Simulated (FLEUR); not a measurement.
# SnSe2: equation of state with RPBE

SnSe2:

```xyz
3
Lattice="3.8110 0.0000 0.0000 -1.9055 3.3004 0.0000 0.0000 0.0000 6.1360" Properties=species:S:1:pos:R:3 pbc="T T T"
Sn    0.0000    0.0000    0.0000
Se    1.9055    1.1001    4.6081
Se    0.0000    2.2003    1.5279
```

* Program: FLEUR MaX-R8.1 (patched build s14)
* Task: equation of state
* Functional: RPBE
* Potentials or basis: all-electron
* Basis: FLAPW
* Kmax: 3.8 1/bohr
* k mesh: 8 × 8 × 5
* Occupations: fermi-dirac, width 0.05 eV
* Spin: no spin polarisation
* Gmax: 11.8 1/bohr
* Muffin-tin radii: Sn 2.34, Se 2.21 bohr
* lmax: Sn 10, Se 9
* Local orbitals a species: Sn 5, Se 4

```json
{"Equilibrium volume": "28.72 Å³/atom (rough: see the caveat)", "Bulk modulus at fixed shape and positions": "51 GPa (rough)"}
```

Energy against volume, from the lowest point:
| volume (Å³/atom) | energy (meV/atom) |
| --- | --- |
| 24.182 | 145.78 |
| 24.697 | 106.81 |
| 25.726 | 48.32 |
| 26.755 | 11.59 |
| 27.270 | 0.00 |

Caveat: the minimum lies outside the volumes run; the plane-wave cutoff is short for the semicore states, which can make moduli rough; the cell was scaled at fixed shape and fractional positions, which overstates the stiffness of a crystal with free parameters, most of all of layers and chains; this functional lacks dispersion, which binds the layers, so the pressure and a relaxed spacing across them are unreliable.
